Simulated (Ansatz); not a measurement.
# C4H2Cl2Hf: the cost of one run

Method: RKS PBE0-D4/def2-TZVP; program: Ansatz 0.2.0, Gaussian basis.

Plan: relaxation at PBE0-D4/def2-TZVP; harmonic vibrations at the same level; a single point in def2-TZVPP for the fields.

### 1 The system as given

9 atoms, charge 0, spin multiplicity 1.

Atoms are counted from 1 here; the program's logs count them from 0.

Bond lengths: C1–C2 1.209 Å, C1–H8 1.057 Å, C2–Hf3 2.228 Å, Hf3–Cl4 2.337 Å, Hf3–Cl5 2.338 Å, Hf3–C6 2.228 Å, C6–C7 1.209 Å, C7–H9 1.057 Å. Angles: C2–C1–H8 179.4°, C1–C2–Hf3 178.4°, C2–Hf3–Cl4 108.8°, C2–Hf3–Cl5 108.7°, C2–Hf3–C6 117.2°, Cl4–Hf3–Cl5 103.9°, Cl4–Hf3–C6 109.1°, Cl5–Hf3–C6 108.3°, Hf3–C6–C7 178.4°, C6–C7–H9 179.1°.

As a file:

```xyz
9
C4H2Cl2Hf
C     1.0871   -2.8597    0.2350
C     0.6899   -1.7907   -0.1654
Hf   -0.0458    0.1999   -0.8448
Cl   -1.8098   -0.1213   -2.3440
Cl    1.6159    1.2102   -2.1417
C    -0.6821    1.6437    0.7284
C    -1.0023    2.4154    1.6020
H     1.4317   -3.7986    0.5759
H    -1.2846    3.1011    2.3546
```

The start is a GFN2-xTB geometry. Hf takes the def2 core potential; no spin-orbit term is included.

### 2 Geometry optimisation, PBE0-D4/def2-TZVP

Input file in.yaml:

```yaml
crystal:
  periodic: [false, false, false]
  atoms:
    - {symbol: C, position_ang: [1.087140, -2.859690, 0.234960]}
    - {symbol: C, position_ang: [0.689910, -1.790650, -0.165440]}
    - {symbol: Hf, position_ang: [-0.045840, 0.199950, -0.844830]}
    - {symbol: Cl, position_ang: [-1.809820, -0.121290, -2.344030]}
    - {symbol: Cl, position_ang: [1.615950, 1.210160, -2.141700]}
    - {symbol: C, position_ang: [-0.682140, 1.643690, 0.728390]}
    - {symbol: C, position_ang: [-1.002280, 2.415350, 1.602050]}
    - {symbol: H, position_ang: [1.431720, -3.798620, 0.575940]}
    - {symbol: H, position_ang: [-1.284640, 3.101090, 2.354650]}
basis:
  gaussian: {orbitals: def2-TZVP}
hamiltonian: {xc: pbe0, dispersion: d4}
relax: {f_tol: 0.005, max_steps: 150}
```

Command:

```sh
$ ansatz run in.yaml --threads 4 --pin off --events-out ev --progress --plain --max-ram 11315MiB
```

Q: Estimate wall time and peak memory on 4 threads of Arm Neoverse V1, shared host.

About 80 s, with a peak of 0.88 GiB.
